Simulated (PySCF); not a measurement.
**BrF: from the state search to spectroscopic constants**

The task here is to estimate one member of a computed series from the others.

Program: PySCF 2.14.0. Level of theory: Br x2c-SVPall, F x2c-SVPall, spin-free X2C with a Gaussian nucleus. These are calculated values, not measurements.

Set-up of the first run:

Settings of the job:

```
atoms                         : Br, F
charge                        : 0
basis                         : Br x2c-SVPall, F x2c-SVPall
Hamiltonian                   : spin-free X2C with a Gaussian nucleus
basis functions               : 46
electrons treated             : 44
masses in u                   : 78.9183, 18.9984
levels                        : PBE0, PBE, r²SCAN, M06, revPBE, r²SCANh, HSE06, HF, MP2, SCS-MP2, CCSD, CCSD(T)
grid                          : 80 radial by 434 angular points
occupations                   : held fixed by the projection of orbital angular momentum
dissociation limit            : Br + F, each in its ground configuration
starting distance in angstrom : 1.730
values of 2S to try           : 0, 2
```

Started as:

```
OMP_NUM_THREADS=1 python dia.py task.json out
```

Steps of the session up to this table: Input; First curve: PBE0; Higher solutions at PBE0; PBE (GGA); r²SCAN (meta-GGA); M06 (hybrid meta-GGA); revPBE (GGA); r²SCANh (hybrid meta-GGA); HSE06; RHF; Adding correlation.

One of the session's tables, all rows but one given; the rest of the session is left out.

Energy (eV) from each level's lowest point:

| R (Å) | RHF | RHF-MP2 | RHF-SCS-MP2 | RHF-CCSD | RHF-CCSD(T) |
| --- | --- | --- | --- | --- | --- |
| 1.527 | 1.066 | 1.371 | 1.402 | n/a | n/a |
| 1.598 | 0.415 | 0.630 | 0.655 | 0.639 | 0.673 |
| 1.669 | 0.090 | 0.215 | 0.231 | 0.222 | 0.244 |
| 1.723 | 0.000 | 0.058 | 0.066 | 0.062 | 0.074 |
| 1.776 | 0.010 | 0.000 | 0.000 | 0.000 | 0.001 |
| 1.829 | 0.095 | 0.017 | 0.008 | 0.012 | 0.000 |
| 1.900 | ? | ? | ? | ? | ? |
| 1.989 | 0.641 | 0.351 | 0.312 | 0.323 | 0.263 |
| 2.096 | 1.137 | 0.698 | 0.635 | 0.645 | 0.541 |
| 2.238 | 1.853 | 1.200 | 1.103 | n/a | n/a |

**Question.** Estimate the row for R (Å) = 1.900.

Worked estimate for «RHF». A straight line through the neighbours (1.829, 0.095) and (1.989, 0.641) gives 0.095 + (0.641 − 0.095) × (1.900 − 1.829) / (1.989 − 1.829) = 0.337; a parabola fitted to 4 rows on both sides gives 0.306.

**Answer.** RHF: 0.296; RHF-MP2: 0.125; RHF-SCS-MP2: 0.103; RHF-CCSD: 0.111; RHF-CCSD(T): 0.080. In «RHF» the line misses by +0.041 and the parabola by +0.010.

Limits of these values: Lowest PBE0 solution found, without spin–orbit coupling: ¹Σ⁺ (singlet), closed shell. Warnings in the runs' records: inverted.
